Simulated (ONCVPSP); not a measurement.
# An ONCV potential for Ar, from input to tests

Task: generate the file, and judge it by its errors in other configurations, its logarithmic derivatives, its ghosts and its cutoff.

The numbers are computed with ONCVPSP 4.0.1 (PBE, scalar-relativistic, spin-unpolarised reference atom).

**1. The design**

The settings as typed:

| Property | Result |
| --- | --- |
| element | argon (Ar, Z = 18) |
| type | optimised norm-conserving Vanderbilt (ONCV) |
| frozen core | [Ne] |
| valence charge | 8 |
| reference configuration | 3s2 3p4.5 (charge +1.5) |
| partial waves | 3s: rc 1.05 bohr, ncon 4, nbas 8, qcut 7 1/bohr, 2 projectors, debl 1.8 Ha; 3p: rc 1.20 bohr, ncon 4, nbas 7, qcut 5.5 1/bohr, 2 projectors, debl 0.6 Ha |
| local potential | polynomial inside 0.80 bohr (lpopt 5, dvloc0 3 Ha) |
| core correction | Teter function, fcfact 3, rcfact 1.15 |

The nodes and maxima of the atom's own shells, from an earlier all-electron run, set the scale for the radii.

All-electron outer shells of the reference configuration (PBE, scalar-relativistic, ld1.x):

```json
{"shell": "2s", "level (eV)": "-318.69", "outermost node (bohr)": "0.12", "outermost maximum (bohr)": "0.34"}
{"shell": "2p", "level (eV)": "-251.65", "outermost node (bohr)": "–", "outermost maximum (bohr)": "0.28"}
{"shell": "3s", "level (eV)": "-43.46", "outermost node (bohr)": "0.51", "outermost maximum (bohr)": "1.16"}
{"shell": "3p", "level (eV)": "-28.61", "outermost node (bohr)": "0.49", "outermost maximum (bohr)": "1.25"}
```

**2. The generation run**

File Ar.dat:

```
# ATOM AND REFERENCE CONFIGURATION
# atsym  z   nc   nv     iexc    psfile
  Ar 18.00    3    2        4      upf
#
#   n    l    f
    1    0    2.00
    2    0    2.00
    2    1    6.00
    3    0    2.00
    3    1    4.50
#
# PSEUDOPOTENTIAL AND OPTIMIZATION
# lmax
    1
#
#   l,   rc,      ep,       ncon, nbas, qcut
    0    1.05    0.00    4    8    7.00
    1    1.20    0.00    4    7    5.50
#
# LOCAL POTENTIAL
# lloc, lpopt,  rc(5),   dvloc0
    4    5    0.80    3.00
#
# VANDERBILT-KLEINMAN-BYLANDER PROJECTORs
# l, nproj, debl
    0    2    1.80
    1    2    0.60
#
# MODEL CORE CHARGE
# icmod, fcfact, rcfact
    3    3.00    1.15
#
# LOG DERIVATIVE ANALYSIS
# epsh1, epsh2, depsh
   -3.00    5.00    0.02
#
# OUTPUT GRID
# rlmax, drl
    6.00    0.01
#
# TEST CONFIGURATIONS
# ncnf
    4
# nvcnf
#   n    l    f
    2
    3    0    2.00
    3    1    6.00
#
    2
    3    0    2.00
    3    1    5.00
#
    2
    3    0    2.00
    3    1    4.00
#
    2
    3    0    2.00
    3    1    5.50
#
```

Launch:

```sh
$ oncvpsp.x < Ar.dat > Ar.out
```

**Question.** What will these runs give? Wanted: cutoffs for 1 and 0.1 mHa per electron, occupied waves; bound ghosts; GHOST(+) flags; largest test error; largest phase difference near zero energy, channels read; rms error of d²Exc/dn², without and with the model core; projector energies reset by the program.

The runs gave:

| quantity | value |
| --- | --- |
| cutoffs for 1 and 0.1 mHa per electron, occupied waves | 20 Ha and 131 Ha |
| bound ghosts | s at -282.36 eV |
| GHOST(+) flags | none at low energy |
| largest test error (AE − PS) | +6.0 meV, for 3s2 3p6 |
| largest phase difference near zero energy, channels read | 0.000 rad |
| rms error of d²Exc/dn², without and with the model core | 1.79 and 0.99 mHa |
| projector energies reset by the program | p: -1.051, 0.250 Ha |

A bound ghost (s) makes it unfit for use: electrons can fall into a state that the atom doesn't have. The worst unpolarised test, 3s2 3p6, is off by 6.0 meV on 28.7 eV; by total energies transferability rates as good. Atomic tests can pass in spite of a ghost, since they solve only for the levels asked. By its cutoff, 20 Ha for the looser tolerance, it is of middling hardness. The tighter tolerance needs 131 Ha, and converged work needs a cutoff nearer that. At the looser tolerance the 3s wave is the slowest; 3p needs 17 Ha. Near zero energy the phases of the channels with partial waves agree within 0.001 rad. These are tests on the free atom; a crystal test is still owed.
